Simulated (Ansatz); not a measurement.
# B2PLYP/def2-TZVP run of C2H3F (SMILES C=CF)

What is the electronic atomisation energy of C2H3F at B2PLYP/def2-TZVP? 

The calculation is run with Ansatz 0.2.0.

44 further runs of the same task are left out: 44 set aside as unsound or not needed.

## 1. The molecule

C2H3F has 6 atoms, charge 0, and is taken as a singlet. As SMILES, `C=CF`. The coordinates come from a PBE0-D4/def2-TZVP relaxation.

Bond lengths: C1–C2 1.316 Å, C2–F3 1.336 Å, C1–H4 1.082 Å, C1–H5 1.081 Å, C2–H6 1.084 Å. Angles: C1–C2–F3 122.3°, C1–C2–H6 125.7°, F3–C2–H6 112.0°, C2–C1–H4 121.6°, C2–C1–H5 119.2°, H4–C1–H5 119.2°.

## 2. The energy at B2PLYP/def2-TZVP

The input, input.yaml:

```yaml
crystal:
  periodic: [false, false, false]
  atoms:
    - {symbol: C, position_ang: [-0.536200, 0.076400, -0.442800]}
    - {symbol: C, position_ang: [0.490000, -0.016300, 0.376600]}
    - {symbol: F, position_ang: [0.966200, -1.192400, 0.795500]}
    - {symbol: H, position_ang: [-1.043900, -0.803300, -0.816600]}
    - {symbol: H, position_ang: [-0.880200, 1.054100, -0.749700]}
    - {symbol: H, position_ang: [1.046100, 0.817400, 0.790700]}
basis:
  gaussian:
    orbitals: def2-TZVP
hamiltonian:
  xc: {name: B2PLYP}
correlation:
  frozen_orbitals: {C: 1, F: 1, H: 0}
accuracy: high
output: {orbitals: {seedname: orbitals}}
```

Run with:

```
$ ansatz run input.yaml --threads 1 --pin off --max-ram 3480MiB --events-out events.jsonl --progress --plain --runs-dir runs
```

The log of the run:

```text
Warning: RAYON_NUM_THREADS=1 ignored (pool sized by the plan → 1); use --threads N
Functional definition: B2PLYP
  name "B2PLYP"
  parameter a = 0.53
  parameter c = 0.27
  exchange = (1 - a)*b88_x + a*exact_x
  correlation = (1 - c)*lyp_c + c*(mp2_os + mp2_ss)
1965 factors; integrals over basis functions are off by at most 4.0e-9 eV
mean field evaluation 1: about -4829.6943 eV, gradient 3.6e1 eV
mean field evaluation 2: about -4829.6910 eV, gradient 3.6e1 eV
mean field evaluation 4: about -4832.3946 eV, gradient 3.6e0 eV
mean field evaluation 8: about -4832.4276 eV, gradient 2.1e-1 eV
mean field evaluation 16: about -4832.4277 eV, gradient 1.9e-5 eV
mean field -4832.42768350 eV, -177.5884418313 hartree, gradient 6.6e-8 eV, S^2 0.000000; 0 other end points of the search recorded, 0 dependent functions left out
3 core orbitals not correlated: weight in the atoms' cores, before any rotation towards them, 1.000 or more for the frozen orbitals, at most 0.000 for the correlated occupied ones
reference -4832.42770404 eV, -177.5884425862 hartree; 9, 9 occupied and 99, 99 virtual orbitals, 1965 factors
second order -18.48375285 eV of doubles, -0.00000000 eV of singles
Total energy: -4837.41831731 eV, -177.7718442412 hartree
```

Wall time 9.9 s (1 thread of Intel Xeon Platinum 8259CL at 2.50GHz (Skylake/Cascade Lake), shared host); peak memory 0.3 GiB.

## 3. The C atom at the same level

The input, molecule.yaml:

```yaml
crystal:
  periodic: [false, false, false]
  atoms:
    - symbol: C
      position_ang: [0.000000, 0.000000, 0.000000]
basis:
  gaussian: {orbitals: def2-TZVP}
magnetization: {spin_polarized: true, initial_magnetization: 2}
hamiltonian: {xc: {name: B2PLYP}}
correlation: {frozen_orbitals: {C: 1}}
accuracy: high
```

Run the same way, it converges to -37.82703 Eh (log not shown).

## 4. The F atom

The input, in.yaml:

```yaml
crystal:
  periodic: [false, false, false]
  atoms:
    - {symbol: F, position_ang: [0.000000, 0.000000, 0.000000]}
basis:
  gaussian:
    orbitals: def2-TZVP
magnetization:
  spin_polarized: true
  initial_magnetization: 1
hamiltonian:
  xc: {name: B2PLYP}
correlation:
  frozen_orbitals: {F: 1}
accuracy: high
```

Run the same way, it converges to -99.71857 Eh (log not shown).

## 5. The H atom, same level

The input, in.yaml:

```yaml
crystal:
  periodic: [false, false, false]
  atoms:
    - {symbol: H, position_ang: [0.000000, 0.000000, 0.000000]}
basis:
  gaussian: {orbitals: def2-TZVP}
magnetization: {spin_polarized: true, initial_magnetization: 1}
hamiltonian: {xc: {name: B2PLYP}}
correlation: {frozen_orbitals: {H: 0}}
accuracy: high
```

Run the same way, it converges to -0.49861 Eh (log not shown).

## 6. Results

At B2PLYP/def2-TZVP, 3 core orbitals frozen:

```
                                     quantity          value
                       molecule: total energy  -177.77184 Eh
  molecule: HOMO energy (SCF part's orbitals)       -8.78 eV
  molecule: LUMO energy (SCF part's orbitals)        1.70 eV
molecule: HOMO–LUMO gap (SCF part's orbitals)       10.48 eV
                         C atom: total energy   -37.82703 Eh
                                 C atom: ⟨S²⟩          2.006
                         F atom: total energy   -99.71857 Eh
                                 F atom: ⟨S²⟩          0.752
                         H atom: total energy    -0.49861 Eh
                                 H atom: ⟨S²⟩          0.750
                electronic atomisation energy      24.582 eV
```

What this shows: Taking the molecule apart into free atoms costs 24.58 eV (567 kcal/mol), before zero-point energy and without spin-orbit coupling.
